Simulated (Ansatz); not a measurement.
The same calculation of W, space group Im-3m as a Python script and as an input file (Ansatz 0.2.0, Python API).

Run as a notebook:

**Cell 1**
```python
import json
import warnings

import ansatz as az
from ase import Atoms
from ase.io import write
from ase.neighborlist import neighbor_list
import matplotlib.pyplot as plt
import numpy as np

def edges_and_angles(cell):
    cell = np.asarray(cell)
    a, b, c = np.linalg.norm(cell, axis=1)
    cosines = cell[1] @ cell[2] / (b * c), cell[0] @ cell[2] / (a * c), cell[0] @ cell[1] / (a * b)
    return (a, b, c, *np.degrees(np.arccos(cosines)))
```

**Cell 2**
```python
warnings.simplefilter("ignore", az.DeckWarning)
```

**Cell 3**
```python
atoms = Atoms(
    ["W"],
    scaled_positions=[
        (0.0, 0.0, 0.0),
    ],
    cell=[
        (-1.582345, 1.582345, 1.582345),
        (1.582345, -1.582345, 1.582345),
        (1.582345, 1.582345, -1.582345),
    ],
    pbc=True,
)
crystal = az.Crystal.from_ase(atoms)

len(crystal.resolved().sites)
```
Output:
```text
1
```

**Cell 4**
```python
# part of the cell is held
base = (
    crystal.calculation()
    .functional("pbe")
    .basis(550)
    .kpoints(15)
    .occupations("Fermi-Dirac", width=0.1)
    .relax(force_tolerance=0.05, fix_cell=["a", "angles"])
)
done = base.run(threads=1, backend="cpu", events_out="stream.ndjson")
with open("stream.ndjson") as stream:
    events = [json.loads(line) for line in stream]
steps = [e["data"] for e in events if e["event"] == "relax_step"]
report = done.report
```

**Cell 5**
```python
report["n_iterations"], report["closed_by"]
```
Output:
```text
(4, 'deck_thresholds')
```

**Cell 6**
```python
type(done).__name__, type(report).__name__
```
Output:
```text
('RunOutcome', 'dict')
```

**Cell 7**
```python
print("step   energy (eV)     max comp. (eV/A)   P (GPa)  SCF")
for s in steps:
    print(f"{s['step']:4d} {s['lagrangian_ev']:15.5f} {s['allowed_force_max_ev_ang']:12.4f} {s['pressure_gpa']:10.3f} {s['n_scf']:5d}")

first, last = steps[0], steps[-1]
symbols = [site.symbol for site in done.lattice.sites]
print(f"energy gained {first['lagrangian_ev'] - last['lagrangian_ev']:.4f} eV in {len(steps) - 1} steps")
for label, vectors in (("before", first["cell_ang"]), ("after", done.lattice.cell_ang)):
    print(label, "a b c (A) {:.4f} {:.4f} {:.4f}  angles {:.2f} {:.2f} {:.2f}".format(*edges_and_angles(vectors)), f" V = {abs(np.linalg.det(vectors)):.3f} A^3")
print("final stress xx yy zz (GPa, compression positive):", np.round(np.diag(report["stress_gpa"]), 3) + 0.0)
```
Output:
```text
step   energy (eV)     max comp. (eV/A)   P (GPa)  SCF
   1    -10384.82436       0.0000      5.755     6
   2    -10384.81124       0.0000     -7.735     5
   3    -10384.82853       0.0000      0.711     7
   4    -10384.82855       0.0000      1.048     2
   5    -10384.82856       0.0000      1.047     4
energy gained 0.0042 eV in 4 steps
before a b c (A) 2.7407 2.7407 2.7407  angles 109.47 109.47 109.47  V = 15.848 A^3
after a b c (A) 2.7407 2.7611 2.7611  angles 109.47 109.47 109.47  V = 16.085 A^3
final stress xx yy zz (GPa, compression positive): [0.289 1.427 1.427]
```

**Cell 8**
```python
fig, (top, bottom) = plt.subplots(2, 1, sharex=True, figsize=(4.5, 4))
top.plot([s["lagrangian_ev"] - last["lagrangian_ev"] for s in steps], "o-")
top.set_ylabel("E - E(final) (eV)")
bottom.semilogy([max(s["allowed_force_max_ev_ang"], 1e-6) for s in steps], "s-")
bottom.set(xlabel="step", ylabel="largest force (eV/A)")
fig.tight_layout()
fig.savefig("relax.png", dpi=100)
```

**Cell 9**
```python
final = Atoms(symbols, positions=last["positions_ang"], cell=done.lattice.cell_ang, pbc=True)
i, j, d = neighbor_list("ijd", final, 4.5)
print("neighbours within 1.2 times the shortest distance of each atom (A)")
for atom in range(len(final)):
    near = [m for m in np.argsort(d) if i[m] == atom]
    shell = [m for m in near if d[m] < 1.2 * d[near[0]]]
    print(f"{symbols[atom]}{atom} ({len(shell)}):", ", ".join(f"{symbols[j[m]]} {d[m]:.3f}" for m in shell))
```
Output:
```text
neighbours within 1.2 times the shortest distance of each atom (A)
W0 (14): W 2.741, W 2.741, W 2.754, W 2.754, W 2.761, W 2.761, W 2.761, W 2.761, W 3.177, W 3.177, W 3.177, W 3.177, W 3.188, W 3.188
```

**Cell 10**
```python
relaxed = Atoms(symbols, positions=[site.position_ang for site in done.lattice.sites], cell=done.lattice.cell_ang, pbc=True)
write("relaxed.cif", relaxed, format="cif")
```

**Cell 11**
```python
print("atom   start x y z (A)              end x y z (A)")
for symbol, a, b in zip(symbols, first["positions_ang"], last["positions_ang"]):
    print(f"{symbol:3s}", " ".join(f"{v:8.4f}" for v in a), "  ", " ".join(f"{v:8.4f}" for v in b))

for key in ("converged", "n_iterations", "n_electrons", "n_kpoints", "n_pw", "n_symmetry_ops", "free_energy_ev", "fermi_energy_ev"):
    print(f"{key:18s} {report[key]}")

used = report["setup"]
print("cutoffs (eV):", used["ecut_ev"], used["ecutrho_ev"], " FFT grid:", used["fft_dense"])
print("cell volume {:.3f} A^3, {} symmetry operations".format(used["cell_volume_ang3"], used["n_sym_ops"]))
```
Output:
```text
atom   start x y z (A)              end x y z (A)
W     0.0000   0.0000   0.0000      0.0000   0.0000   0.0000
converged          True
n_iterations       4
n_electrons        14.0
n_kpoints          904
n_pw               459
n_symmetry_ops     4
free_energy_ev     -10384.828555742388
fermi_energy_ev    22.220211983344125
cutoffs (eV): 550.0 2200.0  FFT grid: [24, 24, 24]
cell volume 16.085 A^3, 4 symmetry operations
```

`input.yaml`:
```yaml
crystal:
  lattice:
    - [-1.582345, 1.582345, 1.582345]
    - [1.582345, -1.582345, 1.582345]
    - [1.582345, 1.582345, -1.582345]
  atoms:
    - { symbol: W, position: [0.0, 0.0, 0.0] }
basis:
  ecutwfc: 550.0
kpoints:
  mp_grid:
    grid: [15, 15, 15]
hamiltonian:
  xc: pbe
scf:
  occupations:
    method: fermi_dirac
    width: 0.1
relax:
  f_tol: 0.05
  cell:
    fix: [a, angles]
```

Total energies depend on the potentials; only differences at equal settings carry meaning. A total without «per atom» is that of the cell as typed. No spin polarisation was allowed. Part of the cell is held or a pressure is applied, so the end point needn't be the zero-pressure lattice. The zero of the levels is a convention of the potentials, so an absolute Fermi energy is no work function. Energies along a relaxation are free energies. Rows at an unchanged volume are solved on a plane-wave basis chosen afresh for that cell, so the energy jumps there and such rows are no steps of the walk. Edges and angles are those of the cell as typed, here a primitive one, not of the conventional cell. The cell relaxed to the group Fmmm; tensors and edges are in the axes of the typed cell. Spin-orbit coupling, which matters for elements this heavy, is left out. The script silences the warnings on its input, which a real study should read. Wall time of the script: 53 s on 1 thread of Intel(R) Xeon(R) Processor @ 2.30GHz, with other jobs on the host, peak memory 0.81 GiB.
